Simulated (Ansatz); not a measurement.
# TiSn2Te3: the cost of one run

Program: Ansatz 0.2.0. Level of theory: DFT PBE, scalar-relativistic, plane waves, PAW. These are calculated values, not measurements.

2 further runs of the same task are left out: 2 that didn't finish.

### 1 Starting point

Symmetry: P6/mmm, No. 191, hexagonal system. The conventional cell has a = 7.081 Å, b = 7.081 Å, c = 3.706 Å, α = 90.00°, β = 90.00°, γ = 120.00°. Ti (site symmetry 6/mmm) is surrounded by 2 Ti at 3.71 Å and 12 Te at 4.00 Å and 6 Sn at 4.09 Å. Sn (site symmetry -6m2) is surrounded by 6 Te at 2.76 Å. Te (site symmetry mmm) has 4 Sn at 2.76 Å and 4 Ti at 4.00 Å as nearest neighbours.

Coordinates:

```
CELL_PARAMETERS angstrom
7.08104 0.00000 0.00000
-3.54052 6.13236 0.00000
0.00000 0.00000 3.70603
ATOMIC_POSITIONS crystal
Ti 0.00000 0.00000 0.00000
Sn 0.33333 0.66667 0.00000
Sn 0.66667 0.33333 0.00000
Te 0.50000 0.00000 0.50000
Te 0.50000 0.50000 0.50000
Te 0.00000 0.50000 0.50000
```

The cell is invented: species swapped into a database cell of EuB2Rh3 (P6/mmm, No. 191), with Ti on the Eu sites, Sn on the B sites and Te on the Rh sites. Lengths come from tabulated atomic sizes and are only a guess.

### 2 A first look at the guess

File input.yaml:

```yaml
crystal:
  lattice:
    - [7.08104411, 0.0, 0.0]
    - [-3.54052206, 6.13236409, 0.0]
    - [0.0, 0.0, 3.70602826]
  atoms:
    - { symbol: Ti, position: [0.0, 0.0, 0.0] }
    - { symbol: Sn, position: [0.33333333, 0.66666667, 0.0] }
    - { symbol: Sn, position: [0.66666667, 0.33333333, 0.0] }
    - { symbol: Te, position: [0.5, 0.0, 0.5] }
    - { symbol: Te, position: [0.5, 0.5, 0.5] }
    - { symbol: Te, position: [0.0, 0.5, 0.5] }
basis:
  ecutwfc: 420
kpoints:
  mp_grid: { grid: [3, 3, 6] }
hamiltonian:
  xc: pbe
scf:
  occupations: { method: gaussian, width: 0.1 }
  lower_state_search: "off"
output:
  forces: true
  stress: true
  eigenvalues: true
```

The run is started by

```sh
> ansatz run input.yaml --threads 1 --pin off --max-ram 2560MiB --backend cpu --events-out ev --progress --plain --runs-dir out
```

Q: Estimate wall time and peak memory on 1 thread of AMD EPYC 9R45 (Zen 5), shared host.

About 3.1 s, with a peak of 0.52 GiB.
